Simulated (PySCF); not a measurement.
# C3H5F3O (2,2,2-trifluoroethyl methyl ether): the cost of one run

The runs use PySCF 2.14.0, with density-fitted response routines of our own; the level of theory stands in each step. All values are computed, except where a source is named. Atoms count from 0, in the outputs and in this text.

## 1. The molecule as given

12 atoms, charge 0, multiplicity 1; geometry from: GFN2-xTB. The atoms were then displaced at random by about 0.01 Å, so the start is not that level's minimum.

Bonds of the start (Å): C0–O1 1.44, O1–C2 1.40, C2–C3 1.51, C3–F4 1.37, C3–F5 1.33, C3–F6 1.34, C0–H7 1.08, C0–H8 1.08, C0–H9 1.11, C2–H10 1.11, C2–H11 1.07.

## 2. Optimising the geometry at PBE0-D3(BJ)/def2-SVP

What the job is given:

```
{"job": {"xc": "PBE0", "basis": "def2-SVP", "d3": "d3bj", "grid": 1, "shake": 0.01, "kind": "geom"}, "charge": 0, "multiplicity": 1}
C      1.677410    -0.276750    -0.110420
O      0.628270     0.113060    -1.022720
C     -0.508430     0.692890    -0.446570
C     -1.315360    -0.292210     0.359700
F     -2.579720     0.200250     0.558400
F     -0.848660    -0.555590     1.577390
F     -1.490330    -1.468080    -0.255720
H      2.523980    -0.524240    -0.735780
H      1.365700    -1.098130     0.525470
H      1.925730     0.588230     0.541220
H     -0.237660     1.519390     0.250260
H     -1.101240     1.072920    -1.250250
```

Run with:

```
$ OMP_NUM_THREADS=1 python probes_run.py task.json out
```

The driver reads the jobs from task.json and runs them one after another.

**Question.** How long does this first job take on 1 thread of Arm Neoverse N1, shared host?

About 2.5 min.
